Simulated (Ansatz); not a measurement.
# ClH₇N₂OSi₂: one species, many methods

An exercise on one series of results from a longer session: the logs are not shown, and one member is left open.

The runs use Ansatz 0.2.0, Gaussian basis; functionals in def2-TZVPP, the program's frozen cores in correlated methods.

The runs, in order: PBE-D4, r2SCAN-D4, PBE0-D4, B3LYP-D4, ωB97X-V, ωB97M-V, B2PLYP; CCSD(T)/def2-TZVPP; MP2/def2-QZVPP; extrapolation to the limit.

### The relaxed structure

The geometry comes from an earlier relaxation with PBE0-D4 in a triple-zeta def2 set; it is a stationary point, not always the lowest conformer.

13 atoms, charge 0, spin multiplicity 1.

Atoms are counted from 1 here; the program's logs count them from 0.

Bond lengths: N1–Si2 1.711 Å, N1–H7 1.005 Å, N1–H8 1.006 Å, Si2–O3 1.645 Å, Si2–H9 1.481 Å, Si2–H10 1.481 Å, O3–Si4 1.621 Å, Si4–N5 1.697 Å, Si4–Cl6 2.078 Å, Si4–H11 1.472 Å, N5–H12 1.008 Å, N5–H13 1.009 Å. Angles: Si2–N1–H7 121.5°, Si2–N1–H8 121.9°, H7–N1–H8 112.2°, N1–Si2–O3 111.8°, N1–Si2–H9 110.3°, N1–Si2–H10 108.1°, O3–Si2–H9 107.3°, O3–Si2–H10 107.1°, H9–Si2–H10 112.3°, Si2–O3–Si4 135.5°, O3–Si4–N5 109.9°, O3–Si4–Cl6 106.5°, O3–Si4–H11 111.2°, N5–Si4–Cl6 113.2°, N5–Si4–H11 109.9°, Cl6–Si4–H11 106.1°, Si4–N5–H12 119.9°, Si4–N5–H13 117.7° and more.

Set-up of the first run:

The input, in.yaml:

```yaml
crystal:
  periodic: [false, false, false]
  atoms:
    - {symbol: N, position_ang: [1.081160, 1.531699, 0.179202]}
    - {symbol: Si, position_ang: [1.137513, 0.479403, -1.169298]}
    - {symbol: O, position_ang: [-0.010503, -0.694433, -1.075917]}
    - {symbol: Si, position_ang: [-0.858348, -1.389312, 0.118140]}
    - {symbol: N, position_ang: [-1.888137, -0.247783, 0.836930]}
    - {symbol: Cl, position_ang: [0.530610, -2.184850, 1.442512]}
    - {symbol: H, position_ang: [0.789958, 2.489582, 0.086726]}
    - {symbol: H, position_ang: [1.654736, 1.385293, 0.992744]}
    - {symbol: H, position_ang: [2.453520, -0.197005, -1.240238]}
    - {symbol: H, position_ang: [0.848479, 1.274572, -2.384591]}
    - {symbol: H, position_ang: [-1.644852, -2.529662, -0.381119]}
    - {symbol: H, position_ang: [-2.607591, -0.551186, 1.473783]}
    - {symbol: H, position_ang: [-1.486556, 0.633662, 1.121127]}
basis:
  gaussian: {orbitals: def2-TZVPP}
hamiltonian: {xc: pbe, dispersion: d4}
output: {forces: true, orbitals: {seedname: orbitals}}
```

Run with:

```bash
$ ansatz run in.yaml --threads 2 --pin off --events-out ev --progress --plain --max-ram 32768MiB --backend cuda --devices 0, --max-vram 18GiB
```

Among the steps run: PBE-D4 (GGA); r2SCAN-D4 (meta-GGA); PBE0-D4 (hybrid); B3LYP-D4 (hybrid); ωB97X-V (range-separated); ωB97M-V (range-separated); B2PLYP (double hybrid); CCSD(T) in def2-TZVPP; MP2 in def2-QZVPP.

One of the session's tables, all rows but one given; the rest of the session is left out.

```
            method  atomisation energy (eV)
            PBE-D4                   48.720
         r2SCAN-D4                   48.278
           PBE0-D4                   47.956
          B3LYP-D4                   48.421
           ωB97X-V                   48.769
           ωB97M-V                   48.734
            B2PLYP                   47.825
     HF/def2-TZVPP                   34.451
    MP2/def2-TZVPP                   47.766
   CCSD/def2-TZVPP                        ?
CCSD(T)/def2-TZVPP                   46.943
           MP2/CBS                   49.441
       CCSD(T)/CBS                   48.619
```

**Question.** Estimate the row for CCSD/def2-TZVPP.

The run gave: atomisation energy (eV): 46.254. In the column «atomisation energy (eV)» it lies between HF/def2-TZVPP (34.451) and CCSD(T)/def2-TZVPP (46.943).
